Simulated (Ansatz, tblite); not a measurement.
# The cluster Si3Se4+: isomers from a random search, part 2 of 2

Aim: relax the candidate shapes of the cluster Si3Se4+ that a cheap search turned up, and see how the levels of theory order them.

Ansatz 0.2.0, Gaussian basis; relaxed with PBE-D4/def2-SVP, doublet. Earlier steps stand in the parts before.

## (5) Candidate A, GFN1-xTB

Tight binding, by tblite at 300 K electronic temperature and without a spin-polarisation term:

```python
tblite.interface.Calculator('GFN1-xTB', numbers, positions, charge=1, uhf=1).singlepoint()
```

Energy -507.5924 eV; 0.01 s.

## (6) Candidate A, GFN2-xTB

Tight binding, by tblite at 300 K electronic temperature and without a spin-polarisation term:

```python
tblite.interface.Calculator('GFN2-xTB', numbers, positions, charge=1, uhf=1).singlepoint()
```

Energy -478.3168 eV; 0.015 s.

## (7) Candidate A, PBE0-D4/def2-TZVP

start.molden holds the orbitals of an earlier run on this state, given as this run's starting guess.

in.yaml reads:

```yaml
crystal:
  periodic: [false, false, false]
  atoms:
    - {symbol: Si, position_ang: [-2.180173, 1.495461, -0.254840]}
    - {symbol: Si, position_ang: [-1.191658, -2.373852, -0.019544]}
    - {symbol: Si, position_ang: [1.505334, 0.388737, 0.065417]}
    - {symbol: Se, position_ang: [0.051575, 2.088704, -0.319354]}
    - {symbol: Se, position_ang: [3.521706, 0.927073, 0.434055]}
    - {symbol: Se, position_ang: [-2.759904, -0.694895, 0.164129]}
    - {symbol: Se, position_ang: [1.053129, -1.831227, -0.069863]}
basis:
  gaussian: {orbitals: def2-TZVP, initial_orbitals: start.molden}
total_charge: 1
magnetization: {spin_polarized: true, initial_magnetization: 1}
hamiltonian: {xc: pbe0, dispersion: d4}
scf: {omitted_lower_state_checks: [starts]}
output: {orbitals: {seedname: orbitals}}
```

Run with:

```sh
ansatz run in.yaml --threads 4 --pin off --events-out ev --progress --plain --max-ram 6963MiB
```

Standard output:

```text
Functional definition: PBE0
  name "PBE0"
  cite "Adamo & Barone, J. Chem. Phys. 110, 6158 (1999) doi:10.1063/1.478522"
  cite "Perdew, Burke & Ernzerhof, Phys. Rev. Lett. 77, 3865 (1996) doi:10.1103/PhysRevLett.77.3865"
  parent pbe
  parameter a = 0.25
  parameter kappa = 0.804
  parameter beta = 0.06672455060314922
  exchange = (1 - a)*pbe_x(kappa = kappa, mu = beta*pi^2/3) + a*exact_x
  correlation = pbe_c(beta = beta)
these checks for a lower state are left out or cut short: starts
1985 factors; integrals over basis functions are off by at most 1.0e-3 eV
mean field evaluation 1: about -284904.1202 eV, gradient 2.2e2 eV
mean field evaluation 2: about -284930.5806 eV, gradient 4.1e1 eV
mean field evaluation 4: about -284976.1527 eV, gradient 1.8e1 eV
mean field evaluation 8: about -284987.1823 eV, gradient 5.7e-1 eV
mean field -284987.18704577 eV, -10473.0859526786 hartree, gradient 2.5e-5 eV, S^2 0.768004; 0 other end points of the search recorded, 0 dependent functions left out
reference -284987.18707844 eV, -10473.0859538791 hartree; 89, 88 occupied and 214, 215 virtual orbitals, 1985 factors
Total energy: -284987.72326968 eV, -10473.1056585439 hartree
Checks for a lower state left out: starts
```

Wall time 16 s (4 threads of AMD EPYC 9B45, shared host); peak memory 1.8 GiB.

Report: HOMO -10.98 eV, LUMO -9.16 eV (over both spins); ⟨S²⟩ 0.768 (pure: 0.75).

## (8) Candidate A, PBE-D4/def2-TZVP

in.yaml, as its differences from that of step 7:

```diff
@@ -14,4 +14,4 @@
 magnetization: {spin_polarized: true, initial_magnetization: 1}
-hamiltonian: {xc: pbe0, dispersion: d4}
+hamiltonian: {xc: pbe, dispersion: d4}
 scf: {omitted_lower_state_checks: [starts]}
-output: {orbitals: {seedname: orbitals}}
+output: {forces: true, orbitals: {seedname: orbitals}}
```

Same command.

Standard output:

```text
Functional definition: PBE
  name "PBE"
  cite "Perdew, Burke & Ernzerhof, Phys. Rev. Lett. 77, 3865 (1996) doi:10.1103/PhysRevLett.77.3865"
  parent pbe
  parameter kappa = 0.804
  parameter beta = 0.06672455060314922
  exchange = pbe_x(kappa = kappa, mu = beta*pi^2/3)
  correlation = pbe_c(beta = beta)
these checks for a lower state are left out or cut short: starts
2304 factors; their error is unknown
mean field evaluation 1: about -284977.4661 eV, gradient 1.3e1 eV
mean field evaluation 2: about -284977.7120 eV, gradient 4.1e-1 eV
mean field evaluation 4: about -284977.5908 eV, gradient 1.0e-1 eV
mean field evaluation 8: about -284977.5908 eV, gradient 1.9e-5 eV
mean field -284977.59081357 eV, -10472.7332976499 hartree, gradient 1.9e-5 eV, S^2 0.756215; 0 other end points of the search recorded, 0 dependent functions left out
the calculation of the forces begins
reference -284977.59085693 eV, -10472.7332992434 hartree; 89, 88 occupied and 214, 215 virtual orbitals, 2304 factors
Total energy: -284978.19564022 eV, -10472.7555246191 hartree
Atom 0 at    -2.180173     1.495461    -0.254840 Å, force     0.057088    -0.080060     0.012216 eV/Å
Atom 1 at    -1.191658    -2.373852    -0.019544 Å, force     0.008590     0.100635     0.003237 eV/Å
Atom 2 at     1.505334     0.388737     0.065417 Å, force     0.039544     0.010834    -0.006208 eV/Å
Atom 3 at     0.051575     2.088704    -0.319354 Å, force     0.013350    -0.122573     0.019412 eV/Å
Atom 4 at     3.521706     0.927073     0.434055 Å, force    -0.173264    -0.045411    -0.019374 eV/Å
Atom 5 at    -2.759904    -0.694895     0.164129 Å, force     0.101724     0.022415    -0.011860 eV/Å
Atom 6 at     1.053129    -1.831227    -0.069863 Å, force    -0.047032     0.114160     0.002576 eV/Å
Dipole moment:    -0.597099    -0.156930    -0.066721 e Å
Checks for a lower state left out: starts
```

Wall time 4.8 s (4 threads of AMD EPYC 9B45, shared host); peak memory 0.8 GiB.

Report: HOMO -10.00 eV, LUMO -9.46 eV (over both spins); ⟨S²⟩ 0.756 (pure: 0.75).

## (9) Candidate A, r2SCAN-D4/def2-TZVP

in.yaml, as its differences from that of step 8:

```diff
@@ -14,4 +14,4 @@
 magnetization: {spin_polarized: true, initial_magnetization: 1}
-hamiltonian: {xc: pbe, dispersion: d4}
+hamiltonian: {xc: r2scan, dispersion: d4}
 scf: {omitted_lower_state_checks: [starts]}
-output: {forces: true, orbitals: {seedname: orbitals}}
+output: {orbitals: {seedname: orbitals}}
```

Launched as before.

Standard output:

```text
Functional definition: r2SCAN
  name "r2SCAN"
  cite "Furness, Kaplan, Ning, Perdew & Sun, J. Phys. Chem. Lett. 11, 8208 (2020) doi:10.1021/acs.jpclett.0c02405"
  cite "Furness, Kaplan, Ning, Perdew & Sun, J. Phys. Chem. Lett. 11, 9248 (2020) doi:10.1021/acs.jpclett.0c03077"
  parent r2scan
  parameter k0 = 0.174
  parameter k1 = 0.065
  parameter a1 = 4.9479
  exchange = r2scan_x(k0 = k0, k1 = k1, a1 = a1)
  correlation = r2scan_c
these checks for a lower state are left out or cut short: starts
2304 factors; their error is unknown
mean field evaluation 1: about -285024.8649 eV, gradient 9.7e0 eV
mean field evaluation 2: about -285024.9781 eV, gradient 2.4e-1 eV
mean field evaluation 4: about -285024.8496 eV, gradient 1.4e-2 eV
mean field evaluation 8: about -285024.8497 eV, gradient 1.7e-5 eV
mean field -285024.84965640 eV, -10474.4700280906 hartree, gradient 1.9e-5 eV, S^2 0.763535; 0 other end points of the search recorded, 0 dependent functions left out
reference -285024.84967302 eV, -10474.4700287015 hartree; 89, 88 occupied and 214, 215 virtual orbitals, 2304 factors
Total energy: -285024.98580392 eV, -10474.4750314196 hartree
Checks for a lower state left out: starts
```

Wall time 12 s (4 threads of AMD EPYC 9B45, shared host); peak memory 0.9 GiB.

From the report: HOMO -10.30 eV, LUMO -9.51 eV (over both spins); ⟨S²⟩ 0.764 (pure: 0.75).

## (10) A against B

The energies of B at these levels come from its own runs, whose logs aren't repeated here.

| level | A above B (eV) | time |
| --- | --- | --- |
| GFN1-xTB | -0.342 | 0.02 s |
| GFN2-xTB | -0.212 | 0.03 s |
| PBE-D4/def2-TZVP | +0.591 | 9.2 s |
| r2SCAN-D4/def2-TZVP | +0.627 | 23 s |
| PBE0-D4/def2-TZVP | +0.837 | 29 s |

Times add the two runs; a level without a time comes out of a correlated run.

## (11) Outcome

This closing draws on all 2 parts.

| quantity | value |
| --- | --- |
| A above B, range of the levels free of doubt, tight binding aside | +0.591 to +0.837 eV |
| levels that put A lower | GFN1-xTB, GFN2-xTB |

The levels disagree on A and B: 2 of 5 put A lower. A random search of this size may have missed the true lowest shape. Only doublets are compared; another spin may lie lower and prefer another shape.
